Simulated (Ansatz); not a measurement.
# Cl₃HHfO: a ladder of functionals and wavefunction methods

One table from this session's results is given with a row withheld; the runs are named, their logs left out.

Computed with Ansatz 0.2.0, Gaussian basis. Level: functionals in def2-TZVPP, the program's frozen cores in correlated methods.

The runs, in order: LDA (SPW92), PBE-D4, revPBE-D4, BLYP-D4, r2SCAN-D4, B97M-V, PBE0-D4, B3LYP-D4, r2SCANh-D4, r2SCAN0-D4, HSE06-D4, BHLYP-D4, CAM-B3LYP-D4, LC-ωPBE, ωB97X-V, ωB97M-V, B2PLYP, PBE-QIDH; CCSD(T)/def2-SVP; CCSD(T)/def2-TZVPP; MP2/def2-QZVPP; extrapolation to the limit; RPA on PBE.

1 further run of the same task is left out (for a known fault of the program).

## The geometry

The geometry comes from an earlier relaxation with PBE0-D4 in a triple-zeta def2 set; it is a stationary point. Hf takes the def2 core potential; no spin-orbit term is included.

SMILES `[OH][Hf]([Cl])([Cl])[Cl]`, 6 atoms, charge 0, spin multiplicity 1.

Atoms are counted from 1 here; the program's logs count them from 0.

Bond lengths: O1–Hf2 1.881 Å, O1–H6 0.953 Å, Hf2–Cl3 2.337 Å, Hf2–Cl4 2.337 Å, Hf2–Cl5 2.337 Å. Angles: Hf2–O1–H6 179.9°, O1–Hf2–Cl3 109.2°, O1–Hf2–Cl4 109.2°, O1–Hf2–Cl5 109.2°, Cl3–Hf2–Cl4 109.7°, Cl3–Hf2–Cl5 109.7°, Cl4–Hf2–Cl5 109.7°.

Geometry (Å):

```xyz
6

O    -0.5151    0.2961    1.3430
Hf    0.1485   -0.0932   -0.3740
Cl    2.0328   -1.4615   -0.1783
Cl   -1.5028   -1.1974   -1.6047
Cl    0.7298    1.9009   -1.4447
H    -0.8512    0.4912    2.2126
```

The first run:

Contents of in.yaml:

```yaml
crystal:
  periodic: [false, false, false]
  atoms:
    - {symbol: O, position_ang: [-0.515051, 0.296102, 1.342958]}
    - {symbol: Hf, position_ang: [0.148548, -0.093238, -0.373970]}
    - {symbol: Cl, position_ang: [2.032791, -1.461477, -0.178338]}
    - {symbol: Cl, position_ang: [-1.502756, -1.197428, -1.604719]}
    - {symbol: Cl, position_ang: [0.729760, 1.900905, -1.444671]}
    - {symbol: H, position_ang: [-0.851193, 0.491236, 2.212641]}
basis:
  gaussian: {orbitals: def2-TZVPP}
hamiltonian: {xc: lda}
output: {orbitals: {seedname: orbitals}}
```

Command:

```
ansatz run in.yaml --threads 4 --pin off --events-out ev --progress --plain --max-ram 10444MiB
```

Steps of the session up to this table: LDA; PBE-D4 (GGA); revPBE-D4 (GGA); BLYP-D4 (GGA); r2SCAN-D4 (meta-GGA); B97M-V (meta-GGA); B3LYP-D4 (hybrid); r2SCANh-D4 (hybrid); r2SCAN0-D4 (hybrid); HSE06-D4 (hybrid); BHLYP-D4 (hybrid); CAM-B3LYP-D4 (range-separated); LC-ωPBE (range-separated); ωB97X-V (range-separated); ωB97M-V (range-separated); B2PLYP (double hybrid); PBE-QIDH (double hybrid).

One of the session's tables, all rows but one given; the rest of the session is left out.

It belongs to the step «Frontier levels by functional». 

```
  functional  HOMO (eV)  gap (eV)
 LDA (SPW92)      -8.06      5.58
      PBE-D4          ?         ?
   revPBE-D4      -7.85      5.72
     BLYP-D4      -7.72      5.64
   r2SCAN-D4      -8.30      6.25
      B97M-V      -8.37      6.39
     PBE0-D4      -9.30      7.90
    B3LYP-D4      -9.01      7.40
  r2SCANh-D4      -8.81      7.05
  r2SCAN0-D4      -9.57      8.28
    HSE06-D4      -8.90      7.12
    BHLYP-D4     -10.53     10.13
CAM-B3LYP-D4     -10.63     10.34
     LC-ωPBE     -12.08     12.95
     ωB97X-V     -11.69     12.46
     ωB97M-V     -11.51     12.21
```

Estimate the missing values for PBE-D4.

The run gave: HOMO (eV): -7.91; gap (eV): 5.68. In the column «HOMO (eV)» it lies between LDA (SPW92) (-8.06) and revPBE-D4 (-7.85).
